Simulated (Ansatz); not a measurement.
# C2H7Al2Cl: up Jacob's ladder to CCSD(T)

Aim: compute C2H7Al2Cl with functionals from several rungs and with coupled cluster, and see how far each lands from CCSD(T) at the basis-set limit for the atomisation energy.

Computed with Ansatz 0.2.0, Gaussian basis. Level: functionals in def2-TZVPP, the program's frozen cores in correlated methods.

Plan: PBE-D4, r2SCAN-D4, PBE0-D4, B3LYP-D4, ωB97X-V, ωB97M-V, B2PLYP; CCSD(T)/def2-TZVPP; MP2/def2-QZVPP; extrapolation to the limit.

### 1 The relaxed structure

The geometry comes from an earlier relaxation with PBE0-D4 in a triple-zeta def2 set; it is a stationary point, not always the lowest conformer.

SMILES `[CH3][Al]([CH3])[AlH][Cl]`, 12 atoms, charge 0, spin multiplicity 1.

Atoms are counted from 1 here; the program's logs count them from 0.

Bond lengths: C1–Al2 1.956 Å, C1–H6 1.096 Å, C1–H7 1.092 Å, C1–H8 1.097 Å, Al2–C3 1.959 Å, Al2–Al4 2.610 Å, C3–H9 1.096 Å, C3–H10 1.093 Å, C3–H11 1.095 Å, Al4–Cl5 2.123 Å, Al4–H12 1.592 Å. Angles: Al2–C1–H6 110.6°, Al2–C1–H7 113.5°, Al2–C1–H8 110.2°, H6–C1–H7 108.1°, H6–C1–H8 106.2°, H7–C1–H8 107.9°, C1–Al2–C3 120.4°, C1–Al2–Al4 119.4°, C3–Al2–Al4 120.2°, Al2–C3–H9 110.4°, Al2–C3–H10 113.1°, Al2–C3–H11 111.4°, H9–C3–H10 107.7°, H9–C3–H11 105.9°, H10–C3–H11 108.1°, Al2–Al4–Cl5 116.0°, Al2–Al4–H12 131.2°, Cl5–Al4–H12 112.8°.

### 2 PBE-D4 (GGA)

The input, in.yaml:

```yaml
crystal:
  periodic: [false, false, false]
  atoms:
    - {symbol: C, position_ang: [-1.790274, -0.081542, 0.731963]}
    - {symbol: Al, position_ang: [0.041886, -0.074006, 0.047387]}
    - {symbol: C, position_ang: [1.371333, -1.324095, 0.759443]}
    - {symbol: Al, position_ang: [0.703154, 1.625925, -1.818976]}
    - {symbol: Cl, position_ang: [-0.820764, 2.968345, -2.438361]}
    - {symbol: H, position_ang: [-1.795721, 0.045897, 1.820579]}
    - {symbol: H, position_ang: [-2.421529, 0.695611, 0.296247]}
    - {symbol: H, position_ang: [-2.264788, -1.050175, 0.534521]}
    - {symbol: H, position_ang: [2.173502, -0.779401, 1.271315]}
    - {symbol: H, position_ang: [0.949408, -2.038851, 1.470893]}
    - {symbol: H, position_ang: [1.857143, -1.889990, -0.042718]}
    - {symbol: H, position_ang: [2.073751, 1.847082, -2.598193]}
basis:
  gaussian: {orbitals: def2-TZVPP}
hamiltonian: {xc: pbe, dispersion: d4}
output: {forces: true, orbitals: {seedname: orbitals}}
```

The run is started by

```sh
$ ansatz run in.yaml --threads 4 --pin off --events-out ev --progress --plain --max-ram 10444MiB
```

Further steps of the session: r2SCAN-D4 (meta-GGA); PBE0-D4 (hybrid); B3LYP-D4 (hybrid); ωB97X-V (range-separated); ωB97M-V (range-separated); B2PLYP (double hybrid); CCSD(T) in def2-TZVPP; MP2 in def2-QZVPP.

Q: Predict the results of all the runs planned. Wanted: atomisation energy, CCSD(T)/CBS; farthest; mean size of error, hybrid; mean size of error, range-separated; gap, smallest and largest; T1 diagnostic; triples share of the correlation energy.

As calculated:

| quantity | value |
| --- | --- |
| atomisation energy, CCSD(T)/CBS | 4019.6 kJ/mol |
| functionals within 20.1 kJ/mol (0.5 %) | PBE-D4, r2SCAN-D4, PBE0-D4, ωB97X-V, ωB97M-V |
| farthest | B2PLYP (-61.3 kJ/mol) |
| mean size of error, hybrid | 17.8 kJ/mol |
| mean size of error, range-separated | 4.7 kJ/mol |
| gap, smallest and largest | 2.50 eV (PBE-D4), 8.31 eV (ωB97X-V) |
| T1 diagnostic | 0.0097 |
| triples share of the correlation energy | 3.7 % |

What this shows: PBE-D4 is off by +13.6 kJ/mol. Double hybrids carry the basis error of their MP2 part in triple zeta, and no dispersion term here, so their miss is partly the set-up's. Misses under about 20.1 kJ/mol are within the doubt on the reference itself, which lacks core-valence correlation, relativity and higher excitations. Hartree-Fock recovers 77 % of the binding; the rest is correlation. Orbital gaps span 2.5 to 8.3 eV; exact exchange widens them.
